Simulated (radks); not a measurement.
# Mo in [Kr] 4d5 5s1: an all-electron calculation

One table from this session's results is given with a row withheld; the runs are named, their logs left out.

Program: radks (a radial shooting solver on a logarithmic mesh, Libxc functionals) version 1. Level of theory: Dirac Kohn-Sham, LDA (Slater exchange, Perdew-Zunger correlation), spin-unpolarised, spherical densities, point nucleus; open shells fill j = l - 1/2 first. These are calculated values, not measurements, unless marked.

### Starting point

* element: molybdenum (Z = 42)
* charge: 0
* electrons: 42
* configuration: [Kr] 4d5 5s1

The first run:

The run's settings:

```text
Z 42
configuration [Kr] 4d5 5s1 5p0 6s0 4f0 5d0
relativity Dirac
functional lda,pz
spin unpolarised
j_filling energy
nucleus point
c 137.035999084
```

One of the session's tables, all rows but one given; the rest of the session is left out.

It belongs to the step «Radial structure». From the orbitals of this run (lengths in bohr):

```
level      <r>  outermost maximum (interpolated)  90 % within  nodes
1s1/2  0.03520                            0.0229       0.0631      0
2s1/2   0.1536                             0.130        0.238      1
2p1/2        ?                                 ?            ?      ?
2p3/2   0.1354                             0.105        0.220      0
3s1/2   0.4295                             0.384        0.635      2
3p1/2   0.4239                             0.371        0.642      1
3p3/2   0.4345                             0.381        0.657      1
3d3/2   0.4135                             0.320        0.662      0
3d5/2   0.4170                             0.323        0.667      0
4s1/2    1.106                             0.987         1.62      3
4p1/2    1.216                              1.05         1.81      2
4p3/2    1.248                              1.08         1.86      2
5s1/2    3.553                              2.93         5.35      4
4d3/2    1.992                              1.38         3.32      1
4d5/2    2.024                              1.40         3.39      1
5p1/2    5.050                              3.96         7.85      3
5p3/2    5.215                              4.09         8.11      3
6s1/2    19.57                              11.1         35.1      5
```

**Question.** Estimate the row for 2p1/2.

As computed: <r>: 0.1308; outermost maximum (interpolated): 0.101; 90 % within: 0.214; nodes: 0. In the column «<r>» it lies between 1s1/2 (0.03520) and 2p3/2 (0.1354).

Caveats from the session: Spin polarisation and multiplet splitting are left out.
